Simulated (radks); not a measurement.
**Valence configurations of Ar⁺**

Aim: which of several valence configurations of Ar⁺ lies lowest at this level, and whether it is the one NIST lists ([Ne] 3s2 3p5).

Method: scalar-relativistic Kohn-Sham, SCAN, spin-polarised, spherical densities, finite nucleus; open shells are filled with parallel spins first. Code: radks (a radial shooting solver on a logarithmic mesh, Libxc functionals) version 1.

## 1. What is computed

* element: argon (Z = 18)
* charge: +1
* electrons: 17
* configuration: [Ne] 3s2 3p5
* nuclear rms radius: 3.4274 fm
* others tried: 3s1 3p6; 3s1.5 3p5.5

The outer shells:

Ar⁺
```
[Ne] core
3s [↑↓]
3p [↑↓][↑↓][↑ ]
```

## 2. [Ne] 3s2 3p5

Input:

```text
Z 18
configuration [Ne] 3s2 3p5
relativity scalar-relativistic
functional scan,scan
spin polarised
nucleus finite rms 3.4274 fm
c 137.035999084
```

## 3. [Ne] 3s1 3p6

Settings, as their differences from step 2:

```diff
@@ -1,3 +1,3 @@
 Z 18
-configuration [Ne] 3s2 3p5
+configuration [Ne] 3s1 3p6
 relativity scalar-relativistic
```

## 4. [Ne] 3s1.5 3p5.5

Settings, as their differences from step 3:

```diff
@@ -1,3 +1,3 @@
 Z 18
-configuration [Ne] 3s1 3p6
+configuration [Ne] 3s1.5 3p5.5
 relativity scalar-relativistic
```

Q: Predict the outcome of this session. Wanted: for each run, valence; E − E(NIST configuration); moment; highest level; its energy; 1s shift.

As calculated:

| valence | E − E(NIST configuration) (eV) | moment (μB) | highest level | its energy (eV) | 1s shift (eV) |
| --- | --- | --- | --- | --- | --- |
| 3s2 3p5 | 0.000 | 1 | 3p down | -21.824 | +0.00 |
| 3s1.5 3p5.5 | 7.642 | 1 | 3p down | -22.096 | -0.73 |
| 3s1 3p6 | 15.224 | 1 | 3p down | -22.339 | -1.48 |

In words: Theory agrees with NIST among these: the next, 3s1.5 3p5.5, lies 7.642 eV higher. The energies are those of spherical high-spin densities, not of single terms. The 1s eigenvalue shifts by up to 1.48 eV as the valence charge is rearranged.
